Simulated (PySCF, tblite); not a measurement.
# C₂H₁₄OSi₅: geometry, infrared bands and NMR shifts

Wanted: the infrared bands and NMR shifts of C₂H₁₄OSi₅ (`CO[Si@@H]1[SiH2][SiH2][SiH2][Si@@H]1C`), by calculation.

Programs: tblite 0.8.0 and PySCF 2.14.0, with density-fitted response routines of our own. Each step states its level of theory. These are calculated values for one molecule in the gas phase, unless marked as measured. Atoms are numbered from 0 throughout.

### Step 1. The starting structure

22 atoms, charge 0, multiplicity 1; geometry from: force field or distance geometry start.

Bonds of the start (Å): C0–O1 1.43, O1–Si2 1.65, Si2–Si3 2.33, Si3–Si4 2.32, Si4–Si5 2.32, Si5–Si6 2.32, Si6–C7 1.85, Si6–Si2 2.33, C0–H8 1.09, C0–H9 1.09, C0–H10 1.09, Si2–H11 1.48, Si3–H12 1.47, Si3–H13 1.50, Si4–H14 1.50, Si4–H15 1.49, Si5–H16 1.49, Si5–H17 1.49, Si6–H18 1.48, C7–H19 1.10, C7–H20 1.09, C7–H21 1.10.

### Step 2. Relaxing the molecule with GFN2-xTB

What the job is given:

```
{"job": {"kind": "relax", "xc": "GFN2-xTB", "basis": "xTB"}, "charge": 0, "multiplicity": 1}
C      3.168500    -1.256200     0.098100
O      1.744300    -1.104400     0.178100
Si     1.011000     0.071900    -0.713900
Si     0.855500     2.062500     0.481300
Si    -1.183100     1.848100     1.572500
Si    -2.512100     1.051600    -0.160200
Si    -1.186800    -0.565000    -1.160000
C     -1.511200    -2.198900    -0.362600
H      3.464900    -2.073200     0.764000
H      3.670300    -0.344800     0.432600
H      3.463900    -1.517300    -0.921400
H      1.757000     0.273800    -1.978400
H      0.811300     3.213300    -0.436800
H      1.998900     2.215700     1.435500
H     -1.676900     3.159400     2.100600
H     -1.102900     0.844700     2.671400
H     -2.768500     2.148800    -1.129100
H     -3.796000     0.481200     0.330800
H     -1.449900    -0.623700    -2.615900
H     -0.873300    -2.982400    -0.786300
H     -1.338400    -2.174000     0.716700
H     -2.557100    -2.511600    -0.517900
```

Command:

```sh
OMP_NUM_THREADS=1 python probes_run.py task.json out
```

This one command runs all jobs of the session in turn.

**Question.** This job is followed by: GFN2-xTB harmonic vibrations, gas phase; GIAO PBE0/pcSseg-1 NMR shielding, non-relativistic, gas phase. Predict these results of the whole session: strongest single infrared mode (GFN2-xTB); zero-point energy (GFN2-xTB); 13C shifts against TMS (PBE0/pcSseg-1); 1H shifts against TMS (PBE0/pcSseg-1, means over atoms taken as alike); 17O shifts against H2O (PBE0/pcSseg-1); 29Si shifts against TMS (PBE0/pcSseg-1); surface potential, 1st and 99th percentile.

The runs gave:

| quantity | value |
| --- | --- |
| strongest single infrared mode (GFN2-xTB) | 2184 cm⁻¹, 962 km/mol |
| zero-point energy (GFN2-xTB) | 90.2 kcal/mol |
| 13C shifts against TMS (PBE0/pcSseg-1) | 55.7, -8.4 ppm |
| 1H shifts against TMS (PBE0/pcSseg-1, means over atoms taken as alike) | 5.98, 3.89, 3.77, 3.64, 3.57, 3.51, 3.51, 3.43, 2.96, 0.46 ppm |
| 17O shifts against H2O (PBE0/pcSseg-1) | -16.4 ppm |
| 29Si shifts against TMS (PBE0/pcSseg-1) | 3.5, -79.9, -122.5, -123.2, -137.3 ppm |
| surface potential, 1st and 99th percentile | -0.85 V and 1.22 V |

What this shows: Over 281 steps the energy fell by 0.394 eV; of the close pairs, Si6–C7 changed most, 1.847 to 1.907 Å. All 60 modes are real, so the xTB geometry is a minimum. The strongest single mode, at 2184 cm⁻¹, moves mainly H12 and H14. GFN2-xTB is a fitted tight-binding method: band positions and strengths are rough. Its intensities can rank the bands wrongly. C0 (methyl carbon bonded to O) lies farthest downfield among carbon, at 55.7 ppm; pulled downfield by the heteroatom. At PBE0/pcSseg-1: The largest span, 172 ppm, is at Si2, where the paramagnetic term is -536 ppm. By nearest atom (PBE0/pcSseg-1), the HOMO sits on Si2, Si3 about 20 % each; O1 16 % and the LUMO on Si2 14 %; Si3, Si6 about 10 % each.
